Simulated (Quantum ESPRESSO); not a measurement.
**TiN under changes of volume**

One of the cells (9.528 Å³/atom); the others are scaled copies at fixed shape and fractional positions:

```
Ti N
1.0
     0.00000    2.12000    2.12000
     2.12000    0.00000    2.12000
     2.12000    2.12000    0.00000
Ti N
1 1
Direct
  0.00000 0.00000 0.00000
  0.50000 0.50000 0.50000
```

The cell was built by a generator and needn't be a form met in nature.

| Quantity | Value |
| --- | --- |
| Program | Quantum ESPRESSO 7.5 |
| Functional | LDA |
| Potentials or basis | GBRV 1.5 LDA |
| Cutoff | 612 eV |
| Density cutoff | 4898 eV |
| k mesh | 16 × 16 × 16 |
| Occupations | methfessel-paxton, width 0.2 eV |
| Spin | no spin polarisation |

```csv
volume (Å³/atom),energy over the lowest point (meV/atom),pressure (GPa)
8.956,?,?
9.147,0.00,-2.0
9.338,5.94,-8.1
9.528,18.77,-13.6
9.719,37.82,-18.6
9.909,62.46,-23.0
10.100,92.02,-26.9
```

What does the run at 8.956 Å³/atom give?

Energy over the lowest point 1.77 meV/atom; pressure 4.9 GPa.

Worked out: A Birch-Murnaghan fit of order 3 (a polynomial in V^(-2/3)) to the other rows has its minimum at 9.10 Å³/atom, just outside them, with B0 = V·E''(V) = 322 GPa and B' = 4.5. It gives 1.92 meV/atom at 8.956 Å³/atom, against the run's 1.77, and -dE/dV = 5.1 GPa, against 4.9.

Energies are extrapolated to zero smearing.
